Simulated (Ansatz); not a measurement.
**SiH4 (SMILES [H][Si]([H])([H])[H]) at BHLYP/6-31G**

Aim: the electronic atomisation energy of SiH4 at BHLYP/6-31G, from 3 runs. 

The calculation is run with Ansatz 0.2.0.

51 further runs of the same task are left out: 51 set aside as unsound or not needed.

## (1) The structure to begin with

SiH4 has 5 atoms, charge 0, and is taken as a singlet. SMILES: `[H][Si]([H])([H])[H]`. The coordinates come from a GFN2-xTB relaxation.

Bond lengths: Si1–H2 1.461 Å, Si1–H3 1.461 Å, Si1–H4 1.461 Å, Si1–H5 1.461 Å. Angles: H2–Si1–H3 109.5°, H2–Si1–H4 109.5°, H2–Si1–H5 109.5°, H3–Si1–H4 109.5°, H3–Si1–H5 109.5°, H4–Si1–H5 109.5°.

## (2) A single-point energy at BHLYP/6-31G

input.yaml

```yaml
basis:
  gaussian: {orbitals: 6-31G}
crystal:
  periodic: [false, false, false]
  atoms:
    - {symbol: Si, position_ang: [0.000060, -0.000040, 0.000090]}
    - {symbol: H, position_ang: [0.011300, -0.019430, 1.460880]}
    - {symbol: H, position_ang: [1.373450, 0.011260, -0.497760]}
    - {symbol: H, position_ang: [-0.696580, 1.196700, -0.465720]}
    - {symbol: H, position_ang: [-0.688230, -1.188490, -0.497490]}
hamiltonian: {xc: {name: BHLYP}}
accuracy: high
```

Launch:

```bash
$ ansatz run input.yaml --threads 1 --pin off --max-ram 2610MiB --events-out events.jsonl --progress --plain --runs-dir runs
```

Log:

```text
Warning: RAYON_NUM_THREADS=1 ignored (pool sized by the plan → 1); use --threads N
Functional definition: BHLYP
  name "BHLYP"
  parameter a = 0.5
  exchange = (1 - a)*b88_x + a*exact_x
  correlation = lyp_c
483 factors; integrals over basis functions are off by at most 3.5e-9 eV
mean field evaluation 1: about -7940.5773 eV, gradient 3.6e0 eV
mean field evaluation 2: about -7940.6336 eV, gradient 8.3e-1 eV
mean field evaluation 4: about -7940.6365 eV, gradient 2.3e-1 eV
mean field evaluation 8: about -7940.6367 eV, gradient 2.5e-5 eV
mean field -7940.63670188 eV, -291.8130164374 hartree, gradient 1.2e-9 eV, S^2 0.000000; 0 other end points of the search recorded, 0 dependent functions left out
reference -7940.63672338 eV, -291.8130172274 hartree; 9, 9 occupied and 12, 12 virtual orbitals, 483 factors
Total energy: -7940.63672338 eV, -291.8130172274 hartree
```

Wall time 0.62 s (1 thread of Intel Xeon Platinum 8488C (Sapphire Rapids), shared host).

## (3) The H atom

input.yaml

```yaml
crystal:
  periodic: [false, false, false]
  atoms:
    - symbol: H
      position_ang: [0.000000, 0.000000, 0.000000]
basis:
  gaussian:
    orbitals: 6-31G
magnetization:
  spin_polarized: true
  initial_magnetization: 1
hamiltonian:
  xc: {name: BHLYP}
accuracy: high
```

Launch:

```bash
$ ansatz run input.yaml --threads 1 --pin off --max-ram 2610MiB --events-out events.jsonl --progress --plain --runs-dir runs
```

Log:

```text
Warning: RAYON_NUM_THREADS=1 ignored (pool sized by the plan → 1); use --threads N
Functional definition: BHLYP
  name "BHLYP"
  parameter a = 0.5
  exchange = (1 - a)*b88_x + a*exact_x
  correlation = lyp_c
3 factors; integrals over basis functions are off by at most 5.4e-10 eV
mean field evaluation 1: about -13.5143 eV, gradient 7.8e-1 eV
mean field evaluation 2: about -13.5199 eV, gradient 1.3e-1 eV
mean field evaluation 4: about -13.5195 eV, gradient 9.6e-5 eV
mean field evaluation 8: about -13.5195 eV, gradient 6.1e-10 eV
mean field -13.51953907 eV, -0.4968338969 hartree, gradient 6.4e-9 eV, S^2 0.750000; 0 other end points of the search recorded, 0 dependent functions left out
reference -13.51955128 eV, -0.4968343455 hartree; 1, 0 occupied and 1, 2 virtual orbitals, 3 factors
Total energy: -13.51955128 eV, -0.4968343455 hartree
```

Run time: 0.08 s. Hardware: 1 thread of Intel Xeon Platinum 8488C (Sapphire Rapids), shared host.

## (4) The Si atom, same level

run.yaml

```yaml
crystal:
  periodic: [false, false, false]
  atoms:
    - {symbol: Si, position_ang: [0.000000, 0.000000, 0.000000]}
basis:
  gaussian:
    orbitals: 6-31G
accuracy: high
magnetization:
  spin_polarized: true
  initial_magnetization: 2
hamiltonian:
  xc: {name: BHLYP}
```

Run the same way, it converges to -289.35547 Eh (log not shown).

## (5) Outcome

Level: BHLYP/6-31G.

```
                     quantity          value
       molecule: total energy  -291.81302 Eh
         H atom: total energy    -0.49683 Eh
                 H atom: ⟨S²⟩          0.750
        Si atom: total energy  -289.35547 Eh
                Si atom: ⟨S²⟩          2.000
electronic atomisation energy      12.795 eV
```

**Reading.** Taking the molecule apart into free atoms costs 12.80 eV (295 kcal/mol), before zero-point energy and without spin-orbit coupling. The basis has no polarisation functions, which makes bonds too weak.
